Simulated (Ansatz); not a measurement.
# HfGe3: the cost of one run

Computed with Ansatz 0.2.0 (DFT PBE, scalar-relativistic, plane waves, PAW, unless a step's input says otherwise).

## Step 1: The system as given

It takes space group P6/mmm (No. 191, hexagonal). Conventional cell: a = 4.293 Å, b = 4.293 Å, c = 5.614 Å, α = 90.00°, β = 90.00°, γ = 120.00°. Hf (site symmetry 6/mmm) is surrounded by 2 Ge at 2.81 Å. Ge (site symmetry -6m2) has 6 Ge at 2.48 Å in its first shell of neighbours. Around Ge (site symmetry 6/mmm) lie 6 Ge at 2.48 Å and 2 Hf at 2.81 Å.

Coordinates:

```cif
data_structure
_symmetry_space_group_name_H-M 'P6/mmm'
_symmetry_Int_Tables_number 191
_cell_length_a 4.2930
_cell_length_b 4.2930
_cell_length_c 5.6135
_cell_angle_alpha 90.000
_cell_angle_beta 90.000
_cell_angle_gamma 120.000
_cell_volume 89.59
loop_
_atom_site_label
_atom_site_type_symbol
_atom_site_symmetry_multiplicity
_atom_site_Wyckoff_symbol
_atom_site_fract_x
_atom_site_fract_y
_atom_site_fract_z
_atom_site_occupancy
Hf1 Hf 1 a 0.00000 0.00000 0.00000 1
Ge1 Ge 2 d 0.33333 0.66667 0.50000 1
Ge2 Ge 1 b 0.00000 0.00000 0.50000 1
```

The cell is invented: random cell by space group and Wyckoff sites (P6/mmm, No. 191). Lengths come from tabulated atomic sizes and are only a guess.

## Step 2: A first look at the guess

File input.yaml:

```yaml
crystal:
  lattice:
    - [4.29295078, 0.0, 0.0]
    - [-2.14647539, 3.71780443, 0.0]
    - [0.0, 0.0, 5.61351638]
  atoms:
    - { symbol: Hf, position: [0.0, 0.0, 0.0] }
    - { symbol: Ge, position: [0.33333333, 0.66666667, 0.5] }
    - { symbol: Ge, position: [0.66666667, 0.33333333, 0.5] }
    - { symbol: Ge, position: [0.0, 0.0, 0.5] }
basis:
  ecutwfc: 420
kpoints:
  mp_grid: { grid: [6, 6, 4] }
hamiltonian:
  xc: pbe
scf:
  occupations: { method: gaussian, width: 0.1 }
  lower_state_search: "off"
output:
  forces: true
  stress: true
  eigenvalues: true
```

Run with:

```sh
$ ansatz run input.yaml --threads 1 --pin off --max-ram 2560MiB --backend cpu --events-out ev --progress --plain --runs-dir out
```

Q: Estimate wall time and peak memory on 1 thread of Intel Xeon at 2.50GHz (Skylake/Cascade Lake), shared host.

About 11 s, with a peak of 0.41 GiB.
